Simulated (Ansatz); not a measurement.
# SiGe− (quartet): wave-function methods side by side, aug-cc-pVTZ

An exercise on one series of results from a longer session: the logs are not shown, and one member is left open.

Computed with Ansatz 0.2.0, Gaussian basis. Level: aug-cc-pVTZ, core rule «outside noble gas», up to 19 orbitals frozen.

To be run: UHF; CCSD(T) on ROHF; CCSD(T) on UHF; BCCD(T) on ROHF; CCSDT(Q) on ROHF; CCSDT(Q) on UHF; CASSCF and MRCISD+Q, 9 electrons in 8 orbitals; CASSCF and NEVPT2, 9 electrons in 8 orbitals.

5 further runs of the same task are left out: 5 set aside as unsound or not needed.

## The geometry

The geometry is a PBE0/def2-TZVPD stationary point (not a proven minimum). No spin-orbit coupling is included. The filled d shell of Ge may be among the frozen orbitals whatever the setting's name suggests; the logs give the count.

2 atoms, charge -1, spin multiplicity 4.

Atoms are counted from 1 here; the program's logs count them from 0.

Bond lengths: Si1–Ge2 2.463 Å.

Geometry (Å):

```xyz
2

Si    0.0000    0.0000    0.0000
Ge    0.0000    0.0000    2.4635
```

The first run:

in.yaml reads:

```yaml
crystal:
  periodic: [false, false, false]
  atoms:
    - {symbol: Si, position_ang: [0.000000, 0.000000, 0.000000]}
    - {symbol: Ge, position_ang: [0.000000, 0.000000, 2.463500]}
basis:
  gaussian: {orbitals: aug-cc-pVTZ}
total_charge: -1
magnetization: {spin_polarized: true, initial_magnetization: 3}
hamiltonian: {xc: hf}
output: {orbitals: {seedname: orbitals}}
```

Run with:

```console
> ansatz run in.yaml --threads 1 --pin off --events-out ev --progress --plain --max-ram 2816MiB --backend cpu
```

Steps of the session up to this table: UHF; CCSD(T) on ROHF; CCSD(T) on UHF; BCCD(T) on ROHF; CCSDT(Q) on ROHF; CCSDT(Q) on UHF; CASSCF and MRCISD+Q, 9 electrons in 8 orbitals; CASSCF and NEVPT2, 9 electrons in 8 orbitals.

One of the session's tables, all rows but one given; the rest of the session is left out.

```
          method  from UCCSDT(Q) (kcal/mol)
            ROHF                    +133.25
             UHF                    +128.19
            RMP2                     +25.93
            UMP2                     +27.50
           RCCSD                          ?
           UCCSD                      +8.84
        RCCSD(T)                      +1.72
        UCCSD(T)                      +1.66
         BCCD(T)                      +1.73
          RCCSDT                      +0.67
          UCCSDT                      +0.53
       RCCSDT(Q)                      +0.13
       UCCSDT(Q)                          0
  CASSCF valence                    +105.88
  NEVPT2 valence                     +20.91
  MRCISD valence                      +9.64
MRCISD+Q valence                      -1.49
```

**Question.** Estimate the row for RCCSD.

As computed: from UCCSDT(Q) (kcal/mol): +9.16. In the column «from UCCSDT(Q) (kcal/mol)» it lies between UCCSD (+8.84) and MRCISD valence (+9.64).

Among the levels timed on like hardware and quicker than the yardstick, those that no quicker one beats, quickest first: NEVPT2 valence (8.5 s, +20.91 kcal/mol); MRCISD+Q valence (14 s, -1.49 kcal/mol).

Caveats from the session: Of the multireference levels listed MRCISD+Q valence comes nearest in total energy (-1.49 kcal/mol), which doesn't show that its space is the better one. Restricted and unrestricted rows rest on different reference determinants; where their highest levels disagree by more than a few hundredths of an eV, they describe different states and don't form one ladder.
